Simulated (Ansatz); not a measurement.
# HfMoC2 in Ansatz: the effect of functional

HfMoC2:

```
CELL_PARAMETERS angstrom
3.21256 0.00000 0.00000
0.00000 3.21256 0.00000
0.00000 0.00000 4.51487
ATOMIC_POSITIONS crystal
Hf 0.00000 0.00000 0.00000
Mo 0.50000 0.50000 0.50000
C 0.50000 0.50000 0.00000
C 0.00000 0.00000 0.50000
```

The cell comes from a database or a generator and needn't be the stable form of this composition.

The cell isn't the ideal one: volume scaled by 1.02.

Alike in all runs:

| Quantity | Value |
| --- | --- |
| Program | Ansatz 0.2.0 |
| Task | single point |
| Potentials or basis | Ansatz PAW |
| k mesh | 8 × 8 × 6 |
| Occupations | fermi-dirac, width 0.05 eV |
| Spin | no spin polarisation |

```tsv
functional	cutoff	pressure (GPa)
LDA	420 eV (not typed: the program's choice for these potentials)	-19.1
r2SCAN	500 eV (not typed: the program's choice for these potentials)	-8.3
PBE	420 eV (not typed: the program's choice for these potentials)	?
```

Question: What does the run with functional PBE give?

Answer: Pressure -6.4 GPa.

Caveats: the PAW data sets come from PBE, with cores solved anew for the run's functional, which leaves a small shift of forces and pressure (some runs).
